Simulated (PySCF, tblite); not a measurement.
**C6H7N2 radical: geometry, infrared bands and EPR parameters**

Wanted: the infrared bands and EPR parameters of C6H7N2 radical (`[H]/N=C1\C[C@@H]2[CH][C@H]1N=C2`), by calculation.

The runs use tblite 0.8.0 and PySCF 2.14.0, with density-fitted response routines of our own; the level of theory stands in each step. All values are computed, except where a source is named. Atoms are numbered from 0 throughout.

### 1 Starting geometry

15 atoms, charge 0, multiplicity 2; geometry from: force field or distance geometry start.

Bonds of the start (Å): H0–N1 1.03, N1–C2 1.28, C2–C3 1.53, C3–C4 1.53, C4–C5 1.48, C5–C6 1.49, C6–N7 1.48, N7–C8 1.30, C6–C2 1.53, C8–C4 1.51, C3–H9 1.09, C3–H10 1.09, C4–H11 1.09, C5–H12 1.09, C6–H13 1.09, C8–H14 1.11.

### 2 Geometry optimisation with GFN2-xTB

The job: settings as JSON, then the geometry in Å.

```
{"job": {"kind": "relax", "xc": "GFN2-xTB", "basis": "xTB"}, "charge": 0, "multiplicity": 2}
H      1.940800    -1.832200    -1.294700
N      1.238200    -2.042200    -0.576100
C      0.626400    -0.980400    -0.198900
C      0.874200     0.414000    -0.779500
C     -0.155000     1.171900     0.070300
C     -0.103300     0.440700     1.360100
C     -0.485000    -0.906200     0.845800
N     -1.739900    -0.588000     0.127700
C     -1.510500     0.619900    -0.286400
H      1.900300     0.707600    -0.554600
H      0.665700     0.424700    -1.845800
H     -0.093400     2.255100     0.094900
H     -0.404200     0.830900     2.334600
H     -0.527700    -1.727800     1.562600
H     -2.231200     1.219800    -0.881900
```

Command:

```sh
> OMP_NUM_THREADS=1 python probes_run.py task.json out
```

One launch serves the whole session: the jobs run in the order shown.

**Question.** This job is followed by: GFN2-xTB harmonic vibrations, gas phase; UKS B3LYP, pcH-1 on C H N, non-relativistic, mean-field spin-orbit, GIAO. Predict these results of the whole session: strongest single infrared mode (GFN2-xTB); zero-point energy (GFN2-xTB); g(iso) (B3LYP); ⟨S²⟩; largest a(iso); surface potential, 1st and 99th percentile.

As calculated:

```
                                 quantity                  value
strongest single infrared mode (GFN2-xTB)  1753 cm⁻¹, 323 km/mol
             zero-point energy (GFN2-xTB)          73.3 kcal/mol
                           g(iso) (B3LYP)                2.00265
                                     ⟨S²⟩     0.755 (exact 0.75)
                           largest a(iso)   13C on C5, 150.5 MHz
    surface potential, 1st and 99th percentile     -1.93 V and 1.34 V
```

The optimisation took 79 steps and gained 0.351 eV; among the close pairs (by a distance rule), C8–H14 changed most, from 1.111 to 1.076 Å. All 39 modes are real, so the xTB geometry is a minimum. The strongest single mode, at 1753 cm⁻¹, moves mainly C2 and N1. GFN2-xTB is a fitted tight-binding method: band positions and strengths are rough. Its intensities can rank the bands wrongly. C5 carries the largest spin population, 0.98 e. The isotropic g lies 0.3 ppt above the free-electron value.
